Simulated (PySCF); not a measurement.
# WH4: relaxation and vibrations of the triplet

Where does triplet WH4 go from a BP86 minimum start, is the end point a minimum, and what are its modes, charges and moments?

Program: PySCF 2.14.0. Level of theory: BP86, basis W def2-TZVP with ECP60, H def2-TZVP, scalar-relativistic core potentials, no spin–orbit coupling, density fitting. These are calculated values, not measurements.

## 1. The system as given

5 atoms, charge 0, spin multiplicity 3.

Bond lengths: W1–H2 1.712 Å, W1–H3 1.712 Å, W1–H4 1.712 Å, W1–H5 1.712 Å. Angles: H2–W1–H3 109.5°, H2–W1–H4 109.5°, H2–W1–H5 109.5°, H3–W1–H4 109.5°, H3–W1–H5 109.5°, H4–W1–H5 109.5°.

```xyz
5
charge 0 multiplicity 3
W     0.0000    0.0000    0.0000
H     0.9884    0.9884    0.9884
H    -0.9884   -0.9884    0.9884
H     0.9884   -0.9884   -0.9884
H    -0.9884    0.9884   -0.9884
```

## 2. Finding the electronic state

One driver script runs all steps and calls PySCF; scf.py shows how it sets up the SCF of each step. The optimiser is the driver's own. The state is first sought with PBE. After this first run the driver tries any further starts and a stability analysis.

File scf.py:

```python
from pyscf import gto, scf, dft
mol = gto.M(atom='''
W     -0.000000    -0.000000    -0.000000
H      0.988420     0.988420     0.988420
H     -0.988420    -0.988420     0.988420
H      0.988420    -0.988420    -0.988420
H     -0.988420     0.988420    -0.988420''',
    basis={'W': 'def2-TZVP', 'H': 'def2-TZVP'},
    ecp={'W': 'def2-TZVP'},
    charge=0, spin=2)
mf = dft.UKS(mol, xc='PBE')
mf.grids.atom_grid = (50, 194)
aux = {'W': 'def2-universal-JKFIT', 'H': 'def2-universal-JKFIT'}
mf = mf.density_fit(auxbasis=aux)
mf.conv_tol = 1e-08
mf.diis_space = 10
mf.max_cycle = 60
mf.init_guess = 'minao'
mf.verbose = 4
mf.kernel()
```

The run is started by

```sh
$ OMP_NUM_THREADS=2 python axn.py task.json out
```

Further steps of the session: Relaxation: BP86 minimum start, triplet; Frequencies.

What does the calculation give? Wanted: minimum; geometry; wavenumbers; dipole moment; highest occupied, lowest empty level; polar-tensor charge of W1; zero-point energy; atomisation energy; ⟨S²⟩.

The runs gave:

| quantity | value |
| --- | --- |
| minimum | triplet, Td |
| geometry | W–H 1.712 Å (×4); H–W–H 109.5° (×6) |
| wavenumbers (cm⁻¹) | 572 (t2), 667 (e), 1937 (t2), 1973 (a1) |
| dipole moment | 0.00 D |
| highest occupied, lowest empty level (either spin) | -5.35, -3.34 eV |
| polar-tensor charge of W1 | +0.99 e |
| zero-point energy | 64.8 kJ/mol |
| entropy at 298.15 K | 246.1 J/(mol K) |
| atomisation energy (no zero-point energy) | 1243 kJ/mol |
| ⟨S²⟩ | 2.016 |

In words: The molecule stays Td, as typed, and the end point is a minimum. The strongest infrared band lies at 1937 cm⁻¹ (t2, stretch). The dipole vanishes although W1 carries +1.0 e by the polar tensor: the bond dipoles cancel. Most of the spin sits on W1 (Mulliken spin 2.32, against 2 for the whole molecule). Other starts or spin states, not run here, may lie lower. Open d and f shells are described by one determinant, and the ground state may have another occupation or spin. Spin–orbit coupling, left out here, can matter for elements this heavy.
